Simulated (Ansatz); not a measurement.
# Si: the cost of one run

Method: DFT PBE, scalar-relativistic, plane waves, PAW, in Ansatz 0.2.0.

## 1. Starting point

Symmetry: Fd-3m, No. 227, cubic system. The conventional cell has a = 5.430 Å, b = 5.430 Å, c = 5.430 Å, α = 90.00°, β = 90.00°, γ = 90.00°. Si (site symmetry -43m) is surrounded by 4 Si at 2.35 Å.

Structure file:

```xyz
2
Lattice="0.0000 2.7150 2.7150 2.7150 0.0000 2.7150 2.7150 2.7150 0.0000" Properties=species:S:1:pos:R:3 pbc="T T T"
Si    0.0000    0.0000    0.0000
Si    1.3575    1.3575    1.3575
```

## 2. Relaxing cell and atoms: Si, no spin

The input, input.yaml:

```yaml
crystal:
  lattice:
    - [0.0, 2.715, 2.715]
    - [2.715, 0.0, 2.715]
    - [2.715, 2.715, 0.0]
  atoms:
    - { symbol: Si, position: [0.0, 0.0, 0.0] }
    - { symbol: Si, position: [0.25, 0.25, 0.25] }
scf:
  occupations: { method: gaussian, width: 0.01 }
output:
  forces: true
  stress: true
  eigenvalues: true
  write_density: true
  write_potential: true
  elf: true
  volumetric_format: npy
hamiltonian:
  xc: pbe
kpoints:
  mp_grid: { grid: [10, 10, 10] }
relax:
  f_tol: 0.005
  cell: { stress_tol: 0.02 }
```

Run with:

```console
$ ansatz run input.yaml --threads 4 --pin off --max-ram 14336MiB --backend cpu --events-out ev --progress --plain --runs-dir out
```

**Question.** How long does this run take on 4 threads of Arm Neoverse V1, shared host, and how much memory does it need?

About 2.1 s, with a peak of 0.3 GiB.
